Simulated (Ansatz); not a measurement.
A first try at cell relaxations under several functionals of CaIrN2, space group R-3m, using the Ansatz DFT code, driven from Python.

Contents of `POSCAR_cairn2`:
```text
CaIrN2
1.0
   1.64885000    0.95196399    5.00940022
  -1.64885000    0.95196399    5.00940022
   0.00000000   -1.90392798    5.00940022
Ca Ir N
1 1 2
Direct
   0.00000000    0.00000000    0.00000000
   0.50000000    0.50000000    0.50000000
   0.76911900    0.76911900    0.76911900
   0.23088100    0.23088100    0.23088100
```

The script, `cairn2.py`:
```python
"""How the lattice of CaIrN2 depends on the functional."""

import ansatz
from ase.io import read
import numpy as np

def edges_and_angles(cell):
    cell = np.asarray(cell)
    a, b, c = np.linalg.norm(cell, axis=1)
    cosines = cell[1] @ cell[2] / (b * c), cell[0] @ cell[2] / (a * c), cell[0] @ cell[1] / (a * b)
    return (a, b, c, *np.degrees(np.arccos(cosines)))


def main() -> None:
    atoms = read("POSCAR_cairn2", format="vasp")
    xtal = ansatz.Crystal.from_ase(atoms)

    setup = (
        xtal.calculation()
        .occupations(ansatz.OccupationsMethod.COLD)  # fractional filling near the Fermi level
        .kpoints(8)  # the mesh must be finer for metals
        .basis(30 * ansatz.bohr)
        .relax(cell=True, max_steps=30)
    )

    levels = [("pbesol", "none"), ("pbe", "d3bj"), ("lda", "none")]
    print("level            a       b       c    alpha   beta  gamma  V/atom  steps")
    for name, dispersion in levels:
        seen = []
        run = setup.functional(name, dispersion=dispersion).session().plan()
        out = run.execute(on_event=lambda e: seen.append(e) if e["event"] == "relax_step" else None)
        cell = out.lattice.cell_ang
        label = name if dispersion == "none" else f"{name}+{dispersion}"
        print("{:13s} {:7.4f} {:7.4f} {:7.4f} {:6.2f} {:6.2f} {:6.2f}".format(label, *edges_and_angles(cell)), f"{abs(np.linalg.det(cell)) / len(out.lattice.sites):7.3f} {len(seen):5d}")


if __name__ == "__main__":
    main()
```

```console
$ python cairn2.py
Traceback (most recent call last):
  File "cairn2.py", line 38, in <module>
    main()
    ~~~~^^
  File "cairn2.py", line 22, in main
    .basis(30 * ansatz.bohr)
     ~~~~~^^^^^^^^^^^^^^^^^^
  ...
ansatz.errors.InputError: .basis: cutoff is an energy (a number in eV, or e.g. 30 * az.Ry), got a length: Length(angstrom=15.87531632709)
$ echo $?
1
```
(Library frames cut from the traceback.)

Why does it end like this?

The fault: the cutoff is given as a length, not an energy. Mended:

```diff
--- before
+++ after
@@ -21,3 +21,3 @@
         .kpoints(8)  # the mesh must be finer for metals
-        .basis(30 * ansatz.bohr)
+        .basis(17 * ansatz.Ha)
         .relax(cell=True, max_steps=30)
```

After the fix:

```console
$ python cairn2.py
level            a       b       c    alpha   beta  gamma  V/atom  steps
pbesol         5.2759  5.2759  5.2759  35.91  35.91  35.91  11.293     6
pbe+d3bj       5.2901  5.2901  5.2901  35.92  35.92  35.92  11.391     6
lda            5.2235  5.2235  5.2235  36.00  36.00  36.00  11.013     8
```

The run is spin-unpolarised. Dispersion corrections can be off by several per cent in the lattices of metals, and by several GPa in the pressure at a fixed cell. For a metal this k-point mesh is coarse: on a finer one energies can move by several to tens of meV an atom and pressures by half a GPa or more, differences at one mesh by less. Edges and angles are those of the cell as typed, here a primitive one, not of the conventional cell. Spin-orbit coupling, which matters for elements this heavy, is left out. The structure comes from a database of computed cells and needn't be a stable or known phase. Finished in 76 s on 1 thread of Arm Neoverse V1, on a shared host, peak memory 0.52 GiB.
